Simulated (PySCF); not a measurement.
# IO: from the state search to spectroscopic constants

One table from this session's results is given with a row withheld; the runs are named, their logs left out.

Method: I def2-TZVPP with ECP28, O def2-TZVPP, scalar-relativistic core potentials; program: PySCF 2.14.0.

Set-up of the first run:

The job is set up so:

```yaml
atoms: I, O
charge: 0
basis: I def2-TZVPP with ECP28, O def2-TZVPP
Hamiltonian: scalar-relativistic core potentials
basis_functions: 81
electrons_treated: 33
masses_in_u: 126.9045, 15.9949
levels: PBE0, PBE, r²SCAN, TPSSh, B97-3, M06-L, r²SCAN0, HSE06, HF, MP2, SCS-MP2, CCSD, CCSD(T)
grid: 80 radial by 434 angular points
occupations: held fixed by the projection of orbital angular momentum
dissociation_limit: I + O, each in its ground configuration
starting_distance_in_angstrom: 1.910
values_of_2S_to_try: 1, 3
```

Started as:

```sh
> OMP_NUM_THREADS=1 python dia.py task.json out
```

Among the steps run: Set-up; First curve: PBE0; Excited determinants; PBE; r²SCAN (meta-GGA); TPSSh (hybrid meta-GGA); B97-3 (global hybrid GGA); M06-L (meta-GGA); r²SCAN0 (hybrid meta-GGA); HSE06 (range-separated hybrid); UHF (mean field); Adding correlation.

One of the session's tables, all rows but one given; the rest of the session is left out.

Energy (eV) from each level's lowest point:

```
R (Å)    UHF  UHF-MP2  UHF-SCS-MP2  UHF-CCSD  UHF-CCSD(T)
1.612  1.669    1.118        1.228       n/a          n/a
1.687  0.828    0.471        0.550     0.633        0.655
1.762  0.329    0.148        0.191     0.199        0.211
1.818      ?        ?            ?         ?            ?
1.874  0.019    0.000        0.000     0.000        0.000
1.930  0.000    0.039        0.024     0.029        0.024
2.005  0.055    0.231        0.208     0.151        0.141
2.099  0.145    0.720        0.700     0.394        0.373
2.211  0.185    1.237        1.209     0.742        0.720
2.361  0.165    1.625        1.576       n/a          n/a
```

**Question.** Estimate the row for R (Å) = 1.818.

Worked estimate for «UHF». A straight line through the neighbours (1.762, 0.329) and (1.874, 0.019) gives 0.329 + (0.019 − 0.329) × (1.818 − 1.762) / (1.874 − 1.762) = 0.174; a parabola fitted to 4 rows on both sides gives 0.116.

The run gave: UHF: 0.121; UHF-MP2: 0.033; UHF-SCS-MP2: 0.053; UHF-CCSD: 0.047; UHF-CCSD(T): 0.053. In «UHF» the line misses by +0.053 and the parabola by -0.005.
